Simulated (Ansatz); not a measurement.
# C6H15GaO3: small, medium and large basis sets

Aim: see how fast density functionals converge with the basis set for C6H15GaO3.

Computed with Ansatz 0.2.0, Gaussian basis. Level: one geometry, several basis sets.

Plan: PBE0-D4/def2-SVP; ωB97M-V/def2-SVP; PBE0-D4/def2-QZVPP; ωB97M-V/def2-QZVPP; the functionals' def2-TZVPP values are taken from earlier runs.

## 1. The relaxed structure

All runs share one geometry, relaxed beforehand with PBE0-D4 in a triple-zeta def2 set.

25 atoms, charge 0, spin multiplicity 1.

Atoms are counted from 1 here; the program's logs count them from 0.

Bond lengths: C1–C2 1.513 Å, C1–H11 1.093 Å, C1–H12 1.094 Å, C1–H13 1.093 Å, C2–O3 1.414 Å, C2–H14 1.098 Å, C2–H15 1.096 Å, O3–Ga4 1.774 Å, Ga4–O5 1.773 Å, Ga4–O8 1.774 Å, O5–C6 1.414 Å, C6–C7 1.513 Å, C6–H16 1.098 Å, C6–H17 1.096 Å, C7–H18 1.093 Å, C7–H19 1.094 Å, C7–H20 1.093 Å, O8–C9 1.414 Å and more. Angles: C2–C1–H11 110.7°, C2–C1–H12 110.7°, C2–C1–H13 110.5°, H11–C1–H12 107.7°, H11–C1–H13 108.3°, H12–C1–H13 108.9°, C1–C2–O3 112.6°, C1–C2–H14 109.7°, C1–C2–H15 110.0°, O3–C2–H14 110.8°, O3–C2–H15 106.5°, H14–C2–H15 107.1°, C2–O3–Ga4 122.3°, O3–Ga4–O5 120.0°, O3–Ga4–O8 120.1°, O5–Ga4–O8 119.9°, Ga4–O5–C6 122.3°, O5–C6–C7 112.6° and more.

Coordinates:

```xyz
25

C    -0.6443   -1.7967    2.8331
C    -1.5844   -0.8136    2.1717
O    -0.9013    0.2348    1.5142
Ga    0.1621   -0.0527    0.1242
O     1.1101    1.2816   -0.5581
C     1.0251    2.6010   -0.0576
C    -0.3379    3.2188   -0.2775
O     0.3006   -1.6800   -0.5674
C     1.0419   -1.9371   -1.7434
C     0.4546   -1.2578   -2.9607
H    -1.2052   -2.5577    3.3825
H    -0.0319   -2.3094    2.0850
H     0.0148   -1.2821    3.5363
H    -2.2451   -1.3451    1.4742
H    -2.2248   -0.3426    2.9256
H     1.2765    2.6300    1.0107
H     1.7901    3.1829   -0.5835
H    -0.3512    4.2564    0.0670
H    -1.1043    2.6719    0.2799
H    -0.5975    3.2065   -1.3388
H     1.0376   -3.0238   -1.8826
H     2.0891   -1.6320   -1.6184
H     1.0136   -1.5271   -3.8610
H    -0.5869   -1.5568   -3.1008
H     0.4987   -0.1695   -2.8545
```

## 2. PBE0-D4 in def2-SVP

in.yaml reads:

```yaml
crystal:
  periodic: [false, false, false]
  atoms:
    - {symbol: C, position_ang: [-0.644304, -1.796721, 2.833086]}
    - {symbol: C, position_ang: [-1.584444, -0.813650, 2.171674]}
    - {symbol: O, position_ang: [-0.901288, 0.234791, 1.514158]}
    - {symbol: Ga, position_ang: [0.162101, -0.052735, 0.124159]}
    - {symbol: O, position_ang: [1.110111, 1.281580, -0.558134]}
    - {symbol: C, position_ang: [1.025128, 2.600986, -0.057645]}
    - {symbol: C, position_ang: [-0.337868, 3.218817, -0.277479]}
    - {symbol: O, position_ang: [0.300588, -1.680037, -0.567441]}
    - {symbol: C, position_ang: [1.041895, -1.937054, -1.743437]}
    - {symbol: C, position_ang: [0.454627, -1.257761, -2.960687]}
    - {symbol: H, position_ang: [-1.205156, -2.557695, 3.382497]}
    - {symbol: H, position_ang: [-0.031927, -2.309436, 2.084986]}
    - {symbol: H, position_ang: [0.014825, -1.282055, 3.536317]}
    - {symbol: H, position_ang: [-2.245123, -1.345106, 1.474195]}
    - {symbol: H, position_ang: [-2.224762, -0.342591, 2.925597]}
    - {symbol: H, position_ang: [1.276507, 2.630026, 1.010706]}
    - {symbol: H, position_ang: [1.790085, 3.182923, -0.583457]}
    - {symbol: H, position_ang: [-0.351219, 4.256440, 0.067032]}
    - {symbol: H, position_ang: [-1.104321, 2.671920, 0.279926]}
    - {symbol: H, position_ang: [-0.597453, 3.206509, -1.338761]}
    - {symbol: H, position_ang: [1.037560, -3.023775, -1.882604]}
    - {symbol: H, position_ang: [2.089059, -1.631956, -1.618435]}
    - {symbol: H, position_ang: [1.013567, -1.527140, -3.860953]}
    - {symbol: H, position_ang: [-0.586883, -1.556846, -3.100816]}
    - {symbol: H, position_ang: [0.498685, -0.169454, -2.854476]}
basis:
  gaussian: {orbitals: def2-SVP}
hamiltonian: {xc: pbe0, dispersion: d4}
output: {orbitals: {seedname: orbitals}}
```

On the command line:

```
ansatz run in.yaml --threads 4 --pin off --events-out ev --progress --plain --max-ram 66560MiB --backend cpu
```

The runs that follow: ωB97M-V in def2-SVP; PBE0-D4 in def2-QZVPP; ωB97M-V in def2-QZVPP.

Q: Predict the results of all the runs planned. Wanted: PBE0-D4: double and triple zeta above quadruple; ωB97M-V: double and triple zeta above quadruple.

The runs gave:

| quantity | value |
| --- | --- |
| PBE0-D4: double and triple zeta above quadruple | 23.01, 1.92 eV |
| ωB97M-V: double and triple zeta above quadruple | 23.50, 1.85 eV |

For PBE0-D4 the step from double to triple zeta gains 21.09 eV and the next only 1.92 eV. These are total energies; as a rule much of such shifts cancels in differences, which this series doesn't test. The LUMO of ωB97M-V is positive and keeps falling with the basis (1.60 to 1.05 eV): an unbound level that the basis holds in place.
